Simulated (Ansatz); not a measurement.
# YTe: relaxation and properties

The task here is to estimate one member of a computed series from the others.

The COD entry's cell or inner coordinates are ideal or old and differ from later refinements, so a difference from it is no clean test against experiment.

Program: Ansatz 0.2.0. Level of theory: DFT r2SCAN, scalar-relativistic, plane waves, PAW. These are calculated values, not measurements.

**Starting point**

It takes space group Fm-3m (No. 225, cubic). The conventional cell has a = 6.080 Å, b = 6.080 Å, c = 6.080 Å, α = 90.00°, β = 90.00°, γ = 90.00°. Y (site symmetry m-3m) has 6 Te at 3.04 Å as nearest neighbours. Around Te (site symmetry m-3m) lie 6 Y at 3.04 Å.

As a file:

```xyz
2
Lattice="0.0000 3.0400 3.0400 3.0400 0.0000 3.0400 3.0400 3.0400 0.0000" Properties=species:S:1:pos:R:3 pbc="T T T"
Y     3.0400    3.0400    3.0400
Te    0.0000    0.0000    0.0000
```

The structure comes from the Crystallography Open Database.

The first run:

(A quick probe on a coarse mesh, which set the mesh and smearing, is not shown.)

input.yaml reads:

```yaml
crystal:
  lattice:
    - [0.0, 3.04, 3.04]
    - [3.04, 0.0, 3.04]
    - [3.04, 3.04, 0.0]
  atoms:
    - { symbol: "Y", position: [0.5, 0.5, 0.5] }
    - { symbol: Te, position: [0.0, 0.0, 0.0] }
basis:
  ecutwfc: 500
kpoints:
  mp_grid: { grid: [12, 12, 12] }
hamiltonian:
  xc: r2scan
scf:
  occupations: { method: gaussian, width: 0.1 }
output:
  forces: true
  stress: true
  eigenvalues: true
  write_density: true
  write_potential: true
  elf: true
  volumetric_format: npy
relax:
  adjacent_minimum: "off"
  f_tol: 0.005
  max_steps: 80
  cell: { stress_tol: 0.05 }
```

The run is started by

```
> ansatz run input.yaml --threads 1 --pin off --max-ram 2560MiB --backend cpu --events-out ev --progress --plain --runs-dir out
```

Among the steps run: Full relaxation; Static run: bands, density of states and charges; Back to the database's cell; The cell scaled to 0.97 of its volume; Volume × 1.03; The cell scaled to 0.94 of its volume; The cell scaled to 1.06 of its volume; Volume × 0.91; Volume × 1.10; The cell scaled to 0.88 of its volume.

One table of the session follows, with a row left open; its other results are not shown here.

It belongs to the step «Equation of state». 

| volume (Å³/atom) | energy above the lowest point (meV/atom) | pressure (GPa) |
| --- | --- | --- |
| 25.766 | 108.9 | 11.11 |
| 26.644 | 57.8 | 7.64 |
| 27.522 | 24.3 | 4.68 |
| 28.401 | 5.8 | 2.16 |
| 29.279 | 0.0 | 0.02 |
| 30.157 | ? | ? |
| 31.036 | 19.5 | -3.37 |
| 32.207 | 50.8 | -5.10 |

Q: Estimate the row for volume (Å³/atom) = 30.157 from the others.

Worked estimate for «energy above the lowest point (meV/atom)». A straight line through the neighbours (29.279, 0.0) and (31.036, 19.5) gives 0.0 + (19.5 − 0.0) × (30.157 − 29.279) / (31.036 − 29.279) = 9.7; a parabola fitted to 4 rows on both sides gives 5.3.

The run gave: energy above the lowest point (meV/atom): 5.1; pressure (GPa): -1.81. In «energy above the lowest point (meV/atom)» the line misses by +4.6 and the parabola by +0.2.
